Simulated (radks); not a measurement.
**The series with 20 electrons, Ca to Ru²⁴⁺**

An exercise on one series of results from a longer session: the logs are not shown, and one member is left open.

The numbers are computed with radks (a radial shooting solver on a logarithmic mesh, Libxc functionals) version 1 (Dirac Kohn-Sham, BLYP, spin-unpolarised, spherical densities, finite nucleus; open shells fill j = l - 1/2 first), except any that are marked as measured or tabulated.

## Starting point

| Property | Result |
| --- | --- |
| electrons | 20 |
| ions | Ca, Ti²⁺, Cr⁴⁺, Fe⁶⁺, Ni⁸⁺, Zn¹⁰⁺, Ge¹²⁺, Se¹⁴⁺, Kr¹⁶⁺, Sr¹⁸⁺, Zr²⁰⁺, Mo²²⁺, Ru²⁴⁺ |
| configuration | NIST ground configuration of each |

The first run:

Settings of this run:

```text
Z 20
configuration [Ar] 4s2
relativity Dirac
functional b88,lyp
spin unpolarised
j_filling energy
nucleus finite rms 3.4776 fm
c 137.035999084
```

Among the steps run: Ca, [Ar] 4s2; Ti²⁺, [Ar] 3d2; Cr⁴⁺, [Ar] 3d2; Fe⁶⁺, [Ar] 3d2; Ni⁸⁺, [Ar] 3d2; Zn¹⁰⁺, [Ar] 3d2; Ge¹²⁺, [Ar] 3d2; Se¹⁴⁺, [Ar] 3d2; Kr¹⁶⁺, [Ar] 3d2; Sr¹⁸⁺, [Ar] 3d2; Zr²⁰⁺, [Ar] 3d2; Mo²²⁺, [Ar] 3d2; Ru²⁴⁺, [Ar] 3d2.

One of the session's tables, all rows but one given; the rest of the session is left out.

| ion | E (hartree) | ε(2p1/2) (eV) | ε(2p3/2) (eV) | ε(3s1/2) (eV) | ε(3p1/2) (eV) |
| --- | --- | --- | --- | --- | --- |
| Ca | -680.56749 | -337.18 | -333.49 | -46.768 | -28.009 |
| Ti²⁺ | -853.07015 | -464.18 | -458.40 | -78.349 | -55.075 |
| Cr⁴⁺ | -1047.08850 | -629.45 | -620.80 | -132.49 | -104.03 |
| Fe⁶⁺ | -1262.34596 | -824.79 | -812.30 | -200.70 | -166.86 |
| Ni⁸⁺ | -1498.91190 | -1049.4 | -1032.0 | -282.10 | -242.77 |
| Zn¹⁰⁺ | -1756.89919 | -1303.3 | -1279.4 | -376.45 | -331.55 |
| Ge¹²⁺ | -2036.44722 | -1586.5 | -1554.5 | -483.70 | -433.15 |
| Se¹⁴⁺ | ? | ? | ? | ? | ? |
| Kr¹⁶⁺ | -2660.88304 | -2241.6 | -2187.4 | -736.94 | -674.91 |
| Sr¹⁸⁺ | -3006.14397 | -2614.1 | -2545.2 | -883.09 | -815.20 |
| Zr²⁰⁺ | -3373.71164 | -3017.0 | -2930.4 | -1042.4 | -968.56 |
| Mo²²⁺ | -3763.81504 | -3450.9 | -3343.3 | -1215.0 | -1135.1 |
| Ru²⁴⁺ | -4176.70719 | -3916.0 | -3783.7 | -1400.9 | -1315.0 |

Q: Estimate the row for Se¹⁴⁺ from the others.

As computed: E (hartree): -2337.71597; ε(2p1/2) (eV): -1899.1; ε(2p3/2) (eV): -1857.2; ε(3s1/2) (eV): -603.84; ε(3p1/2) (eV): -547.59. In the column «E (hartree)» it lies between Kr¹⁶⁺ (-2660.88304) and Ge¹²⁺ (-2036.44722).
